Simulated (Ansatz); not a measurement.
# CH₇B₂NSi: how energies converge with the basis set

Aim: see how fast density functionals converge with the basis set for CH₇B₂NSi.

Method: one geometry, several basis sets; program: Ansatz 0.2.0, Gaussian basis.

The runs, in order: PBE0-D4/def2-SVP; ωB97M-V/def2-SVP; PBE0-D4/def2-QZVPP; ωB97M-V/def2-QZVPP; the functionals' def2-TZVPP values are taken from earlier runs.

## Step 1: The relaxed structure

All runs share one geometry, relaxed beforehand with PBE0-D4 in a triple-zeta def2 set.

SMILES `C[Si]1(N)BB1`, 12 atoms, charge 0, spin multiplicity 1.

Atoms are counted from 1 here; the program's logs count them from 0.

Bond lengths: C1–Si2 1.868 Å, C1–H6 1.094 Å, C1–H7 1.093 Å, C1–H8 1.088 Å, Si2–N3 1.696 Å, Si2–B4 2.090 Å, Si2–B5 2.001 Å, N3–H9 1.005 Å, N3–H10 1.006 Å, B4–B5 1.469 Å, B4–H11 1.182 Å, B5–H12 1.184 Å. Angles: Si2–C1–H6 109.5°, Si2–C1–H7 109.9°, Si2–C1–H8 111.8°, H6–C1–H7 108.0°, H6–C1–H8 108.6°, H7–C1–H8 108.9°, C1–Si2–N3 104.7°, C1–Si2–B4 105.8°, C1–Si2–B5 146.1°, N3–Si2–B4 148.8°, N3–Si2–B5 108.8°, B4–Si2–B5 42.0°, Si2–N3–H9 123.3°, Si2–N3–H10 123.1°, H9–N3–H10 113.6°, Si2–B4–B5 65.8°, Si2–B4–H11 105.5°, B5–B4–H11 168.4° and more.

## Step 2: PBE0-D4 in def2-SVP

File in.yaml:

```yaml
crystal:
  periodic: [false, false, false]
  atoms:
    - {symbol: C, position_ang: [-1.308324, -0.471180, 0.871927]}
    - {symbol: Si, position_ang: [0.184610, 0.066032, -0.113761]}
    - {symbol: N, position_ang: [1.351803, 0.460305, 1.052296]}
    - {symbol: B, position_ang: [-0.287673, -0.316891, -2.113030]}
    - {symbol: B, position_ang: [0.900539, 0.525536, -1.925366]}
    - {symbol: H, position_ang: [-1.636834, 0.350256, 1.515283]}
    - {symbol: H, position_ang: [-1.047524, -1.318750, 1.511678]}
    - {symbol: H, position_ang: [-2.136245, -0.759072, 0.227032]}
    - {symbol: H, position_ang: [2.270190, 0.797538, 0.822084]}
    - {symbol: H, position_ang: [1.175522, 0.416378, 2.041838]}
    - {symbol: H, position_ang: [-1.336623, -0.860171, -2.090620]}
    - {symbol: H, position_ang: [1.947458, 1.055017, -1.765262]}
basis:
  gaussian: {orbitals: def2-SVP}
hamiltonian: {xc: pbe0, dispersion: d4}
output: {orbitals: {seedname: orbitals}}
```

After this run come: ωB97M-V in def2-SVP; PBE0-D4 in def2-QZVPP; ωB97M-V in def2-QZVPP.

Q: Predict the results of all the runs planned. Wanted: PBE0-D4: double and triple zeta above quadruple; ωB97M-V: double and triple zeta above quadruple.

The runs gave:

```
                                       quantity          value
PBE0-D4: double and triple zeta above quadruple  7.96, 0.52 eV
ωB97M-V: double and triple zeta above quadruple  8.20, 0.48 eV
```

**Reading.** For PBE0-D4 the step from double to triple zeta gains 7.45 eV and the next only 0.52 eV. Total energies overstate the basis error of differences, where much of it tends to cancel.
